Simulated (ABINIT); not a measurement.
Crystal: TaAs.

```
Ta As
1.0
    -1.72181    1.72181    5.86794
     1.72181   -1.72181    5.86794
     1.72181    1.72181   -5.86794
Ta As
2 2
Direct
  0.49997 0.49997 0.00000
  0.24997 0.74997 0.50000
  0.08263 0.08263 0.00000
  0.83263 0.33263 0.50000
```

The cell is a database's computed one.

Base run:

- Program: ABINIT 10.8.3 (patched build)
- Functional: PBE
- Potentials or basis: JTH PAW PBE v2.0
- Cutoff: 517 eV
- k mesh: 7 × 7 × 7
- Occupations: fermi-dirac, width 0.05 eV
- Spin: no spin polarisation

Its results: band gap on the k mesh 0.06 eV, direct; pressure 2.1 GPa; largest force 0.029 eV/Å.

Question: The run is repeated on the same cell with these changes: k mesh from 7 × 7 × 7 to 4 × 4 × 4. What comes out?

Answer: Band gap on the k mesh none (metal or under the smearing width); pressure 2.6 GPa; largest force 0.028 eV/Å.

Caveats: some runs use coarse meshes; spin-orbit coupling is left out, which moves the levels of the heavy elements (some runs); an odd mesh through Γ misses points on the zone boundary, where band edges often lie (some runs).
